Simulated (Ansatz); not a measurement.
**AlH3IN (SMILES [NH2][AlH][I]): one structure at several levels**

An exercise on one series of results from a longer session: the logs are not shown, and one member is left open.

The runs use Ansatz 0.2.0, Gaussian basis; single points in def2-TZVPP.

Correlated methods freeze the cores. Filled d shells of the heavier atoms are correlated. Core potentials replace the inner electrons past krypton, and spin-orbit coupling is left out.

### Starting geometry

SMILES `[NH2][AlH][I]`, 6 atoms, charge 0, spin multiplicity 1.

Atoms are counted from 1 here; the program's logs count them from 0.

Bond lengths: N1–Al2 1.724 Å, N1–H4 0.980 Å, N1–H5 1.132 Å, Al2–I3 2.589 Å, Al2–H6 1.587 Å. Angles: Al2–N1–H4 125.8°, Al2–N1–H5 122.8°, H4–N1–H5 110.6°, N1–Al2–I3 126.3°, N1–Al2–H6 122.0°, I3–Al2–H6 111.4°.

As a file:

```mol
AlH3IN
  3D, bonds by distance, orders not assigned

  6  5  0  0  0  0  0  0  0  0999 V2000
   -0.6981    0.3542   -0.7369 N   0  0
    0.3364   -0.0185    0.5906 Al  0  0
    1.7298   -2.1798    0.8886 I   0  0
   -1.1567    1.2075   -0.8838 H   0  0
   -0.7786   -0.3040   -1.6541 H   0  0
    0.6696    1.0442    1.7206 H   0  0
  1  2  8  0
  1  4  8  0
  1  5  8  0
  2  3  8  0
  2  6  8  0
M  END
```

Set-up of the first run:

The input, run/in.yaml:

```yaml
crystal:
  periodic: [false, false, false]
  atoms:
    - {symbol: N, position_ang: [-0.698100, 0.354200, -0.736900]}
    - {symbol: Al, position_ang: [0.336400, -0.018500, 0.590600]}
    - {symbol: I, position_ang: [1.729800, -2.179800, 0.888600]}
    - {symbol: H, position_ang: [-1.156700, 1.207500, -0.883800]}
    - {symbol: H, position_ang: [-0.778600, -0.304000, -1.654100]}
    - {symbol: H, position_ang: [0.669600, 1.044200, 1.720600]}
basis:
  gaussian: {orbitals: def2-TZVPP}
correlation: {method: ccsd_t}
output: {forces: true}
```

No record of the launch command was kept for these runs.

Among the steps run: CCSD(T)/def2-TZVPP; PBE0-D4/def2-TZVPP; wB97M-V/def2-TZVPP; r2SCAN-D4/def2-TZVPP; PBE-D4/def2-TZVPP; r2SCANh-D4/def2-TZVPP; BHLYP-D4/def2-TZVPP.

One table of the session follows, with a row left open; its other results are not shown here.

```
    method  RMS force component (eV/Å)  angle to CCSD(T) forces (°)  dipole (D)
   CCSD(T)                       1.613                    reference        2.83
   PBE0-D4                           ?                            ?           ?
   wB97M-V                       1.615                          2.1        2.95
 r2SCAN-D4                       1.583                          2.0        2.89
    PBE-D4                       1.563                          4.6        2.80
r2SCANh-D4                       1.599                          2.7        2.90
  BHLYP-D4                       1.645                          6.3        2.90
```

Estimate the missing values for PBE0-D4.

The run gave: RMS force component (eV/Å): 1.610; angle to CCSD(T) forces (°): 2.7; dipole (D): 2.85. In the column «RMS force component (eV/Å)» it lies between r2SCANh-D4 (1.599) and CCSD(T) (1.613).
